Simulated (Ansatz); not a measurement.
Relaxation of a periodic cell of 17 atoms, Ta16O (host Ta, host structure bcc, interstitial O), to a largest force component of 0.03 eV/Å in at most 60 steps.

These are results of DFT PBE, scalar-relativistic, plane waves, PAW (Ansatz 0.2.0), not measurements. Settings: cutoff 420 eV, k mesh 3x3x3, gaussian smearing 0.1 eV, no spin polarisation.

```xyz
17
Lattice="6.6200 0.0000 0.0000 0.0000 6.6200 0.0000 0.0000 0.0000 6.6200" Properties=species:S:1:pos:R:3
Ta 0.000 0.000 0.000
Ta 3.310 0.000 0.000
Ta 0.000 3.310 0.000
Ta 0.000 0.000 3.310
Ta 1.655 1.655 1.655
Ta 3.310 3.310 0.000
Ta 3.310 0.000 3.310
Ta 4.965 1.655 1.655
Ta 0.000 3.310 3.310
Ta 1.655 4.965 1.655
Ta 1.655 1.655 4.965
Ta 3.310 3.310 3.310
Ta 4.965 4.965 1.655
Ta 4.965 1.655 4.965
Ta 1.655 4.965 4.965
Ta 4.965 4.965 4.965
O 4.178 6.605 1.624
```

Where does it end, and by what steps?

It converged. The force dipped under the threshold on the way, but the program's further checks kept it going. Limits of this set-up: coarse k mesh, a small cell, in which the defect meets its images, a typed lattice constant that wasn't relaxed here. After 8 steps the energy has fallen by 2.753 eV; O17 moved furthest, 0.74 Å.

```json
{"step": "0", "energy less start (eV)": "0.0000", "largest force component (eV/Å)": "6.031", "accepted": "yes"}
{"step": "1", "energy less start (eV)": "-1.5999", "largest force component (eV/Å)": "1.099", "accepted": "yes"}
{"step": "2", "energy less start (eV)": "-2.1466", "largest force component (eV/Å)": "1.223", "accepted": "yes"}
{"step": "3", "energy less start (eV)": "-2.4404", "largest force component (eV/Å)": "1.471", "accepted": "yes"}
{"step": "4", "energy less start (eV)": "-2.6532", "largest force component (eV/Å)": "0.899", "accepted": "yes"}
{"step": "5", "energy less start (eV)": "-2.7486", "largest force component (eV/Å)": "0.355", "accepted": "yes"}
{"step": "6", "energy less start (eV)": "-2.7529", "largest force component (eV/Å)": "0.135", "accepted": "yes"}
{"step": "7", "energy less start (eV)": "-2.7534", "largest force component (eV/Å)": "0.008", "accepted": "yes"}
{"step": "8", "energy less start (eV)": "-2.7534", "largest force component (eV/Å)": "0.008", "accepted": "yes"}
```

```xyz
17
Lattice="6.6200 0.0000 0.0000 0.0000 6.6200 0.0000 0.0000 0.0000 6.6200" Properties=species:S:1:pos:R:3
Ta -0.050 -0.001 0.002
Ta 3.268 -0.001 0.002
Ta 0.003 3.309 -0.051
Ta -0.050 -0.001 3.304
Ta 1.609 1.656 1.653
Ta 3.214 3.309 -0.051
Ta 3.268 -0.001 3.304
Ta 4.919 1.953 1.653
Ta 0.003 3.309 3.357
Ta 1.609 4.962 1.653
Ta 1.609 1.605 4.963
Ta 3.214 3.309 3.357
Ta 4.919 4.666 1.653
Ta 4.919 1.656 4.963
Ta 1.609 5.013 4.963
Ta 4.919 4.962 4.963
O 4.919 6.619 1.653
```

Whether the end is a true minimum wasn't checked by a vibrational analysis.

Run time: 70 s on 4 threads of Intel(R) Xeon(R) Platinum 8259CL CPU @ 2.50GHz (Skylake/Cascade Lake) (shared host), peak memory 1.2 GiB.
